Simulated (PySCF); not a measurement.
# CHBr2F (CHBr2F): the cost of one run

Computed with PySCF 2.14.0, with density-fitted response routines of our own, on a single molecule, in the gas phase or a continuum. Atoms count from 0, in the outputs and in this text.

### Step 1. The molecule as given

5 atoms, charge 0, multiplicity 1; geometry from: GFN2-xTB. The atoms were then displaced at random by about 0.01 Å, so the start is not that level's minimum.

Bonds of the start (Å): F0–C1 1.31, C1–Br2 1.93, C1–Br3 1.91, C1–H4 1.09.

### Step 2. Relaxing the molecule at PBE0-D3(BJ)/def2-TZVP

The job: settings as JSON, then the geometry in Å.

```
{"job": {"xc": "PBE0", "basis": "def2-TZVP", "d3": "d3bj", "grid": 2, "shake": 0.01, "kind": "geom"}, "charge": 0, "multiplicity": 1}
F     -0.015880     1.125710    -0.803130
C     -0.011720     0.144860     0.066530
Br     1.628760    -0.854010    -0.164930
Br    -1.523970    -0.992070    -0.212850
H     -0.043620     0.541530     1.076490
```

Command:

```console
$ OMP_NUM_THREADS=1 python probes_run.py task.json out
```

This one command runs all jobs of the session in turn.

**Question.** How long does this first job take on 1 thread of Arm Neoverse N1, shared host, and how much memory does it need?

About 88 s, with a peak of 0.62 GiB.
